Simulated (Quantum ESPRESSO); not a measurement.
Crystal: GaF.

```xyz
2
Lattice="0.0000 2.8462 2.8462 2.8462 0.0000 2.8462 2.8462 2.8462 0.0000" Properties=species:S:1:pos:R:3 pbc="T T T"
Ga    1.4231    1.4231    1.4231
F     0.0000    0.0000    0.0000
```

The cell was built by a generator and needn't be a form met in nature.

| Quantity | Value |
| --- | --- |
| Program | Quantum ESPRESSO 7.5 |
| Task | phonons |
| Functional | rPW86PBE |
| Dispersion | rVV10 |
| Potentials or basis | JTH 2.0 PBE |
| Cutoff | 707 eV |
| Density cutoff | 4245 eV |
| k mesh | 6 × 6 × 6, shifted |
| Occupations | fermi-dirac, width 0.05 eV |
| Spin | no spin polarisation |
| rVV10 parameter b | 6.3 |
| Mixing beta | 0.5 |
| Most SCF iterations | 120 |
| SCF threshold | 4e-10 Ry |

The cell and the atoms were relaxed first, to 21.95 Å³/atom (a = 3.960 Å, b = 3.960 Å, c = 3.960 Å, α = 60.00°, β = 60.00°, γ = 60.00°), and the response was taken there.

The first run showed a gap, so the response started from a second, tighter run with fixed occupations.

The run gives a transverse optical frequency of 99 cm⁻¹, an electronic dielectric constant of 4.21 and Born charges of ±1.48 e.

Problem. What are the longitudinal frequency and the static dielectric constant?

Solution. The longitudinal mode lies at 222 cm⁻¹, 123 cm⁻¹ over the transverse one, and the static constant is 20.96. The two agree with the Lyddane-Sachs-Teller relation: (222/99)² = 5.03 and 20.96/4.21 = 4.98.

Caveat: the potentials were made for another functional, which shifts forces and pressure.
